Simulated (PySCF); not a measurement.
# Si2N2H8S (SMILES N[SiH](N)S[SiH3]) at 5 levels

Aim: a comparison of 5 runs (HF/def2-SVP, B3LYP/6-31G*, PBE0/def2-SVP, PBE/6-311G**, CCSD(T)/STO-3G) of Si2N2H8S. Input form: a Python script.

Program for the calculation: PySCF 2.14.0.

### 1 Starting point

The species is Si2N2H8S (13 atoms), meant as a singlet with charge 0. SMILES: `N[SiH](N)S[SiH3]`. The shape is that of a GFN2-xTB optimisation. This is one conformer, not always the lowest.

Bond lengths: N1–Si2 1.718 Å, Si2–N3 1.711 Å, Si2–S4 2.178 Å, S4–Si5 2.123 Å, N1–H6 1.008 Å, N1–H7 1.006 Å, Si2–H8 1.460 Å, N3–H9 1.006 Å, N3–H10 1.007 Å, Si5–H11 1.460 Å, Si5–H12 1.451 Å, Si5–H13 1.462 Å. Some angles: N1–Si2–N3 105.9°, N1–Si2–S4 116.5°, N3–Si2–S4 101.7°, Si2–S4–Si5 102.2°, N1–Si2–H8 105.9°, N3–Si2–H8 120.5°, S4–Si2–H8 107.0°, Si2–N1–H6 117.8°, Si2–N1–H7 119.2°, Si2–N3–H9 118.9°.

### 2 Energy and gradient at HF/def2-SVP (run 1)

Input file mol.xyz:

```xyz
13
H8N2SSi2
N     -0.546910     0.327500     1.676450
Si     0.178150    -0.745340     0.547140
N      1.587430    -1.345770     1.309060
S      1.000300     0.155740    -1.257260
Si    -0.697780     1.120720    -2.090100
H      0.061170     0.928910     2.210010
H     -1.383400     0.822410     1.416190
H     -0.881210    -1.657280     0.125410
H      1.490380    -1.904720     2.139320
H      2.334850    -1.687130     0.727040
H     -1.726840     0.128760    -2.387180
H     -0.184850     1.767900    -3.283770
H     -1.231280     2.088300    -1.132290
```

Input file run.py:

```python
# N[SiH](N)S[SiH3]
from pyscf import gto

mol = gto.M(
    atom='mol.xyz',
    verbose=3,
    max_memory=1860,
    basis='def2-svp',
)

mf = mol.RHF()
mf.conv_tol = 1e-10
mf.kernel()
if not mf.converged:
    mf = mf.newton().run(mf.mo_coeff, mf.mo_occ)

energy = mf.e_tot
print('E(%s) = %.9f' % ('HF', energy))
grad = mf.nuc_grad_method().kernel()
mf.analyze()
```

The run is started by

```sh
$ OMP_NUM_THREADS=1 python run.py
```

Output:

```text
converged SCF energy = -1088.67313466404
[... 10 lines left out ...]
MO #1   energy= -91.8801001776008  occ= 2
[... 10 lines left out ...]
MO #12  energy= -4.26704055414802  occ= 2
[... 10 lines left out ...]
MO #23  energy= -0.664499108973532 occ= 2
[... 10 lines left out ...]
MO #34  energy= 0.14931690013918   occ= 0
[... 10 lines left out ...]
MO #45  energy= 0.333441360584696  occ= 0
[... 10 lines left out ...]
MO #56  energy= 0.683479451467096  occ= 0
[... 10 lines left out ...]
MO #67  energy= 0.934816721966999  occ= 0
[... 10 lines left out ...]
MO #78  energy= 1.15198981577644   occ= 0
[... 10 lines left out ...]
MO #89  energy= 1.57426907520097   occ= 0
[... 10 lines left out ...]
MO #100 energy= 2.01501517645288   occ= 0
[... 10 lines left out ...]
MO #111 energy= 2.5119917999586    occ= 0
[... 10 lines left out ...]
MO #122 energy= 3.75035119058855   occ= 0
[... 14 lines left out ...]
Dipole moment(X, Y, Z, Debye): -0.84880, -0.17926,  1.08239
```

Run time: 9 s. Hardware: 1 thread of AMD EPYC 9R45 (Zen 5), shared host; peak memory 0.33 GiB.

### 3 Energy and gradient at B3LYP/6-31G(d) (Cartesian functions) (run 2)

Input file job.py:

```python
import pyscf.grad
from pyscf import gto, dft

molecule = gto.M(
    atom='''
N     -1.033510     0.618885     3.168031
Si     0.336655    -1.408488     1.033945
N      2.999808    -2.543137     2.473765
S      1.890293     0.294306    -2.375877
Si    -1.318613     2.117854    -3.949717
H      0.115595     1.755385     4.176314
H     -2.614247     1.554130     2.676211
H     -1.665246    -3.131805     0.236991
H      2.816410    -3.599399     4.042729
H      4.412227    -3.188214     1.373906
H     -3.263255     0.243321    -4.511116
H     -0.349316     3.340847    -6.205426
H     -2.326782     3.946315    -2.139718
''',
    basis='6-31g*',
    charge=0,
    cart=True,
    verbose=4,
    spin=0,
    max_memory=1860,
    unit='bohr',
)

mf = dft.RKS(molecule)
mf.xc = 'b3lyp'
mf.grids.level = 5
mf.conv_tol = 1e-10
mf.kernel()
if not mf.converged:
    mf = mf.newton().run(mf.mo_coeff, mf.mo_occ)

e_tot = mf.e_tot
print('E(%s) = %.9f' % ('B3LYP', e_tot))
grad = mf.Gradients().kernel()
dip = mf.dip_moment()
pop, q = mf.mulliken_pop()
```

The run is started by

```sh
$ OMP_NUM_THREADS=1 python job.py
```

Output:

```text
PySCF version 2.14.0

[... 84 lines left out ...]
converged SCF energy = -1091.59194044285
[... 13 lines left out ...]
Dipole moment(X, Y, Z, Debye): -0.90611, -0.12118,  1.33031
[... 78 lines left out ...]
pop of  4 Si 3pz          0.66548
pop of  4 Si 4px          0.07865
pop of  4 Si 4py          0.12678
pop of  4 Si 4pz          0.14378
pop of  4 Si 3dxx         0.00946
pop of  4 Si 3dxy         0.05858
pop of  4 Si 3dxz         0.03487
pop of  4 Si 3dyy         0.00232
pop of  4 Si 3dyz         0.04546
pop of  4 Si 3dzz         0.01444
pop of  5  H 1s           0.50124
pop of  5  H 2s           0.16544
pop of  6  H 1s           0.50493
pop of  6  H 2s           0.16891
pop of  7  H 1s           0.52197
pop of  7  H 2s           0.55968
pop of  8  H 1s           0.50312
pop of  8  H 2s           0.16422
pop of  9  H 1s           0.50121
pop of  9  H 2s           0.16293
pop of  10  H 1s          0.51894
pop of  10  H 2s          0.53230
pop of  11  H 1s          0.51882
pop of  11  H 2s          0.52067
pop of  12  H 1s          0.51956
pop of  12  H 2s          0.54388
 ** Mulliken atomic charges  **
charge of    0N =     -0.83584
charge of    1Si =      0.71627
charge of    2N =     -0.85526
charge of    3S =     -0.41237
charge of    4Si =      0.29500
charge of    5H =      0.33332
charge of    6H =      0.32616
charge of    7H =     -0.08165
charge of    8H =      0.33266
charge of    9H =      0.33587
charge of   10H =     -0.05124
charge of   11H =     -0.03948
charge of   12H =     -0.06344
```

It took 26 s on 1 thread of AMD EPYC 9R45 (Zen 5), shared host; peak memory 1 GiB.

Runs 3 to 4 aren't shown in full; the table further down has their settings and results.

### 4 The energy at CCSD(T)/STO-3G (run 5)

Input file run.py:

```python
from pyscf import gto, cc

molecule = gto.M(
    atom=[
    ('N', (-0.546910, 0.327500, 1.676450)),
    ('Si', (0.178150, -0.745340, 0.547140)),
    ('N', (1.587430, -1.345770, 1.309060)),
    ('S', (1.000300, 0.155740, -1.257260)),
    ('Si', (-0.697780, 1.120720, -2.090100)),
    ('H', (0.061170, 0.928910, 2.210010)),
    ('H', (-1.383400, 0.822410, 1.416190)),
    ('H', (-0.881210, -1.657280, 0.125410)),
    ('H', (1.490380, -1.904720, 2.139320)),
    ('H', (2.334850, -1.687130, 0.727040)),
    ('H', (-1.726840, 0.128760, -2.387180)),
    ('H', (-0.184850, 1.767900, -3.283770)),
    ('H', (-1.231280, 2.088300, -1.132290)),
],
    charge=0,
    spin=0,
    max_memory=1860,
    basis='sto-3g',
    verbose=4,
)

hf = molecule.RHF()
hf.conv_tol = 1e-10
hf.kernel()
if not hf.converged:
    hf = hf.newton().run(hf.mo_coeff, hf.mo_occ)

mycc = cc.CCSD(hf, frozen=17)
mycc.kernel()
e_t = mycc.ccsd_t()
etot = mycc.e_tot + e_t
print('E = %.10f Eh' % etot)
hf.analyze()
```

The run is started by

```sh
$ OMP_NUM_THREADS=1 python run.py
```

Output:

```text
PySCF version 2.14.0

[... 96 lines left out ...]
Total Energy =                       -1076.595083221893901
[... 4 lines left out ...]
DFT Exchange-Correlation Energy =      -82.558486364300279
[... 6 lines left out ...]
MO #5   energy= -15.2373564773562  occ= 2
[... 4 lines left out ...]
MO #10  energy= -6.00770445899675  occ= 2
[... 4 lines left out ...]
MO #15  energy= -3.99542622557242  occ= 2
[... 4 lines left out ...]
MO #20  energy= -0.859050795885443 occ= 2
[... 4 lines left out ...]
MO #25  energy= -0.478630504054976 occ= 2
[... 4 lines left out ...]
MO #30  energy= -0.326475901939804 occ= 2
[... 4 lines left out ...]
MO #35  energy= 0.426914957168533  occ= 0
[... 4 lines left out ...]
MO #40  energy= 0.575725844170501  occ= 0
[... 4 lines left out ...]
MO #45  energy= 0.814263658475829  occ= 0
[... 22 lines left out ...]
pop of  3 S 2s            1.99971
pop of  3 S 3s            1.82841
pop of  3 S 2px           1.99939
pop of  3 S 2py           1.99970
pop of  3 S 2pz           1.99941
pop of  3 S 3px           1.36397
pop of  3 S 3py           1.68573
pop of  3 S 3pz           1.36200
pop of  4 Si 1s           2.00000
pop of  4 Si 2s           1.99980
pop of  4 Si 3s           1.12349
pop of  4 Si 2px          1.99893
pop of  4 Si 2py          1.99895
pop of  4 Si 2pz          1.99893
pop of  4 Si 3px          0.77792
pop of  4 Si 3py          0.79419
pop of  4 Si 3pz          0.80173
pop of  5 H 1s            0.89134
pop of  6 H 1s            0.89853
pop of  7 H 1s            1.16443
pop of  8 H 1s            0.89314
pop of  9 H 1s            0.89017
pop of  10 H 1s           1.14101
pop of  11 H 1s           1.13046
pop of  12 H 1s           1.14421
 ** Mulliken atomic charges  **
charge of    0N =     -0.45561
charge of    1Si =      0.79340
charge of    2N =     -0.45223
charge of    3S =     -0.23832
charge of    4Si =      0.50605
charge of    5H =      0.10866
charge of    6H =      0.10147
charge of    7H =     -0.16443
charge of    8H =      0.10686
charge of    9H =      0.10983
charge of   10H =     -0.14101
charge of   11H =     -0.13046
charge of   12H =     -0.14421
Dipole moment(X, Y, Z, Debye): -1.10883, -0.32172, -0.07597
```

Run time: 0.78 s. Hardware: 1 thread of AMD EPYC 9R45 (Zen 5), shared host; peak memory 0.13 GiB.

### 5 Overview of the runs

```tsv
run	level	Cartesian functions	integration grid	energy (Eh)	dipole moment (D) of the reference	HOMO energy (eV)	LUMO energy (eV)	wall time
1	HF/def2-SVP	no	–	-1088.673135	1.39	-9.75	4.06	9 s
2	B3LYP/6-31G* (Cartesian functions)	yes	5	-1091.591940	1.61	-6.55	0.31	26 s
3	PBE0/def2-SVP	no	5	-1090.691467	1.46	-6.89	0.72	24 s
4	PBE/6-311G**	no	5	-1091.038512	1.58	-5.78	-0.59	38 s
5	CCSD(T)/STO-3G	no	–	-1076.835698	1.16	-6.52	10.86	0.78 s
```

### 6 Results

| quantity | value |
| --- | --- |
| run 5: total energy | -1076.83570 Eh |
| run 5: dipole moment (Hartree–Fock density) | 1.16 D |
| run 5: HOMO energy (Hartree–Fock orbitals) | -6.52 eV |
| run 5: LUMO energy (Hartree–Fock orbitals) | 10.86 eV |
| run 5: HOMO–LUMO gap (Hartree–Fock orbitals) | 17.39 eV |
| run 5: correlation energy (17 core orbitals frozen) | -240.6 mEh |
| run 5: (T) correction | -3.07 mEh |
| run 5: T1 diagnostic | 0.008 |

**Reading.** Over runs 1, 2, 3, 4 the dipole moment (its size) runs from 1.39 D (HF/def2-SVP) to 1.61 D (B3LYP/6-31G*). The two ends differ in method and basis. Over runs 1, 2, 3, 4 the HOMO–LUMO gap runs from 5.19 eV (PBE/6-311G**) to 13.82 eV (HF/def2-SVP). Totals of different functionals can't be ranked against each other. In run 5 the basis is minimal, so the values are rough. All runs together took 98 s, the longest 38 s.
